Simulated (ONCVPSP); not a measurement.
**Chlorine: generating and testing an ONCV potential**

Do these settings give a usable potential? It is generated, then checked for transferability, scattering, ghosts and hardness.

The numbers are computed with ONCVPSP 4.0.1.1 (patched build) (PBE, scalar-relativistic, spin-unpolarised reference atom).

**1. Starting point**

The settings as typed:

```
element                 : chlorine (Cl, Z = 17)
type                    : optimised norm-conserving Vanderbilt (ONCV)
frozen core             : [Ne]
valence charge          : 7
reference configuration : 3s2 3p5
partial waves           : 3s: rc 1.20 bohr, ncon 4, nbas 7, qcut 5.8 1/bohr, 3 projectors, debl 2.6 Ha; 3p: rc 1.45 bohr, ncon 3, nbas 7, qcut 6.5 1/bohr, 2 projectors, debl 0.5 Ha; d scattering state at 0.25 Ha: rc 1.15 bohr, ncon 5, nbas 8, qcut 7 1/bohr, 1 projector
local potential         : polynomial inside 1.10 bohr (lpopt 5, dvloc0 0 Ha)
core correction         : Teter function fitted to the true core (icmod 2), fcfact 0.65
```

The outer shells as boxes (Hund's rule for the drawing; the calculation is spin-unpolarised):

```
[Ne] core
3s [↑↓]
3p [↑↓][↑↓][↑ ]
```

The nodes and maxima of the atom's own shells, from an earlier all-electron run, set the scale for the radii.

All-electron outer shells of the reference configuration (PBE, scalar-relativistic, ld1.x):

```csv
shell,level (eV),outermost node (bohr),outermost maximum (bohr)
2s,-252.70,0.12,0.36
2p,-191.63,–,0.30
3s,-20.69,0.55,1.29
3p,-8.59,0.53,1.43
```

**2. The generation run**

Cl.dat

```
# ATOM AND REFERENCE CONFIGURATION
# atsym  z   nc   nv     iexc    psfile
  Cl 17.00    3    2        4      upf
#
#   n    l    f
    1    0    2.00
    2    0    2.00
    2    1    6.00
    3    0    2.00
    3    1    5.00
#
# PSEUDOPOTENTIAL AND OPTIMIZATION
# lmax
    2
#
#   l,   rc,      ep,       ncon, nbas, qcut
    0    1.20    0.00    4    7    5.80
    1    1.45    0.00    3    7    6.50
    2    1.15    0.25    5    8    7.00
#
# LOCAL POTENTIAL
# lloc, lpopt,  rc(5),   dvloc0
    4    5    1.10    0.00
#
# VANDERBILT-KLEINMAN-BYLANDER PROJECTORs
# l, nproj, debl
    0    3    2.60
    1    2    0.50
    2    1    1.00
#
# MODEL CORE CHARGE
# icmod, fcfact, rcfact
    2    0.65    1.10
#
# LOG DERIVATIVE ANALYSIS
# epsh1, epsh2, depsh
   -2.00    5.00    0.02
#
# OUTPUT GRID
# rlmax, drl
    6.00    0.01
#
# TEST CONFIGURATIONS
# ncnf
    4
# nvcnf
#   n    l    f
    2
    3    0    2.00
    3    1    4.00
#
    2
    3    0    2.00
    3    1    3.00
#
    2
    3    0    2.00
    3    1    2.00
#
    2
    3    0    2.00
    3    1    4.50
#
```

Started as:

```
oncvpsp.x < Cl.dat > Cl.out
```

Q: Predict the outcome of this session. Wanted: cutoffs for 1 and 0.1 mHa per electron, occupied waves; bound ghosts; GHOST(+) flags; largest test error; largest phase difference near zero energy, channels read; rms error of d²Exc/dn², without and with the model core.

**Answer**, as computed:

```
                                                quantity                 value
  cutoffs for 1 and 0.1 mHa per electron, occupied waves       16 Ha and 29 Ha
                                            bound ghosts       s at -216.31 eV
                                          GHOST(+) flags          s at 1867 eV
                            largest test error (AE − PS)  +50 meV, for 3s2 3p2
largest phase difference near zero energy, channels read             0.001 rad
 rms error of d²Exc/dn², without and with the model core     1.42 and 0.95 mHa
```

A bound ghost (s) makes it unfit for use: electrons can fall into a state that the atom doesn't have. By total energies transferability is fair: the largest error is 50 meV on 77.6 eV, for 3s2 3p2. That test lies far up in energy; among those under 40 eV, nearer to bonding, the largest error is 11 meV. The potential is soft on the atom at that tolerance: the looser tolerance needs 16 Ha. At the looser tolerance the 3s wave is the slowest; 3p needs 8 Ha. That counts occupied waves only; other projectors can need more. Near zero energy the phases of the channels with partial waves agree within 0.001 rad. The program also flags highly localised states, GHOST(+) (s). All of this concerns the isolated atom, not yet a solid.
